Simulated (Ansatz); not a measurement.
# NH4+ with H2: structure and interaction energy

Aim: relax the pair, then compute its interaction energy with counterpoise at many levels, up to CCSD(T).

Program: Ansatz 0.2.0, Gaussian basis. Level of theory: PBE0-D4 structure, single points in def2-TZVPPD. These are calculated values, not measurements.

Levels: PBE-D4, revPBE-D4, BLYP-D4, r2SCAN-D4, B97M-V, PBE0-D4, B3LYP-D4, HSE06-D4, wB97X-V, wB97M-V, B2PLYP, Hartree-Fock, MP2, CCSD, CCSD(T). The reference is CCSD(T) extrapolated to the basis limit.

Cores are frozen in the correlated methods. B3LYP uses VWN-RPA correlation. B2PLYP carries no dispersion term here.

177 further runs of the same task are left out: 1 that didn't finish, 176 set aside as unsound or not needed.

### 1 Starting geometry

The pair, from a GFN2-xTB docking trial: 7 atoms, charge 1, spin multiplicity 1.

Atoms are counted from 1 here; the program's logs count them from 0.

Bond lengths: N1–H2 1.027 Å, N1–H3 1.027 Å, N1–H4 1.063 Å, N1–H5 1.027 Å, H6–H7 0.801 Å. Angles: H2–N1–H3 109.5°, H2–N1–H4 109.4°, H2–N1–H5 109.5°, H3–N1–H4 109.4°, H3–N1–H5 109.5°, H4–N1–H5 109.6°.

Coordinates:

| atom | x (Å) | y (Å) | z (Å) |
| --- | --- | --- | --- |
| N1 | 0.03840 | -0.00370 | -0.85230 |
| H2 | -0.60090 | -0.73460 | -1.18610 |
| H3 | 0.99620 | -0.22420 | -1.15070 |
| H4 | -0.00010 | 0.04010 | 0.20860 |
| H5 | -0.24310 | 0.90270 | -1.24490 |
| H6 | -0.12200 | -0.05010 | 2.50780 |
| H7 | -0.06840 | 0.06980 | 1.71760 |

Atoms 1 to 5 are fragment A (NH4+), the rest fragment B (H2).

### 2 A first relaxation in a small basis

File pre/in.yaml:

```yaml
crystal:
  periodic: [false, false, false]
  atoms:
    - {symbol: N, position_ang: [0.038400, -0.003700, -0.852300]}
    - {symbol: H, position_ang: [-0.600900, -0.734600, -1.186100]}
    - {symbol: H, position_ang: [0.996200, -0.224200, -1.150700]}
    - {symbol: H, position_ang: [-0.000100, 0.040100, 0.208600]}
    - {symbol: H, position_ang: [-0.243100, 0.902700, -1.244900]}
    - {symbol: H, position_ang: [-0.122000, -0.050100, 2.507800]}
    - {symbol: H, position_ang: [-0.068400, 0.069800, 1.717600]}
basis:
  gaussian: {orbitals: def2-SVP}
total_charge: 1
hamiltonian: {xc: pbe, dispersion: d4}
relax: {f_tol: 0.03, max_steps: 250}
```

Run with:

```sh
$ ansatz run in.yaml --threads 2 --pin off --events-out ev --progress --plain --max-ram 5222MiB
```

After this run come: Relaxation at PBE0-D4; PBE-D4/def2-TZVPPD; r2SCAN-D4/def2-TZVPPD; PBE0-D4/def2-TZVPPD; B3LYP-D4/def2-TZVPPD; wB97X-V/def2-TZVPPD; wB97M-V/def2-TZVPPD; B2PLYP/def2-TZVPPD; BLYP-D4/def2-TZVPPD; revPBE-D4/def2-TZVPPD; B97M-V/def2-TZVPPD; HSE06-D4/def2-TZVPPD; CCSD(T)/def2-TZVPPD; MP2/def2-QZVPPD; Hartree-Fock/STO-3G; PBE-D4/STO-3G; B3LYP-D4/6-31G; SPW92/def2-SVP; PBE-D4/def2-SVP; PBE0-D4/def2-SVP; wB97M-V/def2-SVP; CCSD(T)/def2-SVP; Vibrations of the pair.

**Question.** What will these runs give? Wanted: interaction energy, CCSD(T)/CBS; of it Hartree-Fock; D4 term of PBE0-D4; shortest contact; lowest wavenumber.

**Answer**, as computed:

| quantity | value |
| --- | --- |
| interaction energy, CCSD(T)/CBS | -10.69 kJ/mol |
| of it Hartree-Fock (basis limit) | -5.45 kJ/mol |
| D4 term of PBE0-D4 | -0.77 kJ/mol |
| shortest contact | H4–H7 1.93 Å |
| lowest wavenumber | 12i cm⁻¹ |

In words: The pair is bound by 10.69 kJ/mol at fixed fragment shapes. Hartree-Fock gives 51 % of it, so electrostatics and correlation both count. The functionals run from wB97M-V, off by -0.22 kJ/mol, to PBE-D4, off by -3.45 kJ/mol, against CCSD(T)/CBS. By rung, the mean size of the error is: GGA 1.81, meta-GGA 0.45, hybrid 1.66, screened hybrid 2.27, range-separated hybrid 0.32, double hybrid 0.29 kJ/mol. PBE-D4 gives an interaction energy 3.45 kJ/mol too low, an error of 32 % of the reference. CCSD(T) moves by -0.81 kJ/mol from triple zeta to the limit; gaps between functionals far smaller than that don't rank them. A lower arrangement may exist.
